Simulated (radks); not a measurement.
# Si¹¹⁺ in [He] 2s1: an all-electron calculation

An exercise on one series of results from a longer session: the logs are not shown, and one member is left open.

Program: radks (a radial shooting solver on a logarithmic mesh, Libxc functionals) version 1. Level of theory: Dirac Kohn-Sham, PBE, spin-unpolarised, spherical densities, finite nucleus. These are calculated values, not measurements, unless marked.

### What is computed

```
element            : silicon (Z = 14)
charge             : +11
electrons          : 3
configuration      : [He] 2s1
nuclear rms radius : 3.1224 fm
```

The outer shells:

Si¹¹⁺
```
[He] core
2s [↑ ]
```

Set-up of the first run:

Settings of this run:

```text
Z 14
configuration [He] 2s1 2p0 3s0
relativity Dirac
functional pbe,pbe
spin unpolarised
j_filling energy
nucleus finite rms 3.1224 fm
c 137.035999084
```

One table of the session follows, with a row left open; its other results are not shown here.

It belongs to the step «Radial structure». From the orbitals of this run (lengths in bohr):

```
level     <r>  outermost maximum (interpolated)  90 % within  nodes
1s1/2  0.1102                            0.0724        0.197      0
2s1/2  0.4699                             0.404        0.718      1
2p1/2  0.4061                             0.323        0.653      0
2p3/2       ?                                 ?            ?      ?
3s1/2   1.091                              1.05         1.58      2
```

**Question.** Estimate the row for 2p3/2.

The run gave: <r>: 0.4074; outermost maximum (interpolated): 0.324; 90 % within: 0.655; nodes: 0. In the column «<r>» it lies between 2p1/2 (0.4061) and 2s1/2 (0.4699).

Caveats from the session: Spin polarisation and multiplet splitting are left out.
